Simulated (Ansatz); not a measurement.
Working through a rigid scan of one bond length of C₂H₆AlN, SMILES C[CH]1[NH][AlH]1

Computed with the Ansatz DFT code, driven from Python.

Run as a notebook:

```python
import ansatz as az
import numpy as np
```

```python
geometry = (
    az.Crystal.molecule()
    .atom("C", [-1.0491, 0.5948, -0.2821])
    .atom("C", [-0.1775, -0.541, -0.0103])
    .atom("N", [0.5207, -0.3632, 1.2427])
    .atom("Al", [1.7682, -0.2445, -0.3143])
    .atom("H", [-1.3412, 0.6533, -1.3937])
    .atom("H", [-2.038, 0.5313, 0.2814])
    .atom("H", [-0.6065, 1.6116, -0.0065])
    .atom("H", [-0.5723, -1.5363, -0.1378])
    .atom("H", [0.7464, -1.2897, 1.7108])
    .atom("H", [2.8325, 0.5325, -1.0873])
)
```

```python
symbols = [site.symbol for site in geometry.cartesian_sites]
start = np.array([site.position_ang for site in geometry.cartesian_sites])
axis = (start[4] - start[0]) / np.linalg.norm(start[4] - start[0])
moving = [4]
lengths, energies = [1.013, 1.059, 1.105, 1.151, 1.197, 1.243, 1.289, 1.358], []
for length in lengths:
    xyz = start.copy()
    xyz[moving] += (length - np.linalg.norm(start[4] - start[0])) * axis
    point = az.Crystal.molecule()
    for symbol, place in zip(symbols, xyz):
        point = point.atom(symbol, place.tolist())
    job = point.calculation().basis(gaussian="def2-SVP").functional("b3lyp")
    r = job.run().report
    energies.append(r["free_energy_ev"])
    print(f"r = {length:6.3f} A  E = {energies[-1]:.5f} eV  <S^2> = {abs(r['mean_field']['state']['spin_squared']):.3f}")
```

    r =  1.013 A  E = -10251.83929 eV  <S^2> = 0.000
    r =  1.059 A  E = -10251.96477 eV  <S^2> = 0.000
    r =  1.105 A  E = -10252.00146 eV  <S^2> = 0.000
    r =  1.151 A  E = -10251.97008 eV  <S^2> = 0.000
    r =  1.197 A  E = -10251.88695 eV  <S^2> = 0.000
    r =  1.243 A  E = -10251.76492 eV  <S^2> = 0.000
    r =  1.289 A  E = -10251.61411 eV  <S^2> = 0.000
    r =  1.358 A  E = -10251.35079 eV  <S^2> = 0.000

```python
# quartic fit about the minimum
fit = np.polynomial.Polynomial.fit(lengths, np.array(energies) - min(energies), 4).convert()
roots = [r.real for r in fit.deriv().roots() if abs(r.imag) < 1e-9 and fit.deriv(2)(r.real) > 0]
r_e = min(roots, key=lambda r: abs(r - lengths[int(np.argmin(energies))]))
print(f"minimum of the fit at {r_e:.4f} A, force constant {fit.deriv(2)(r_e):.2f} eV/A^2")
```

    minimum of the fit at 1.1049 A, force constant 32.27 eV/A^2

Total energies depend on the basis set; only differences at equal settings carry meaning. The rest of the molecule is held rigid at a force-field or estimated start geometry, and the basis set is modest; single-reference methods fail as a bond breaks. b3lyp holds the VWN-RPA fit, as in Gaussian; the form of ORCA and Turbomole is b3lyp5. The orbitals are restricted, so S² is zero by construction. It ran for 16 s on 1 thread of Arm Neoverse V2, with other jobs on the host, peak memory 0.23 GiB.
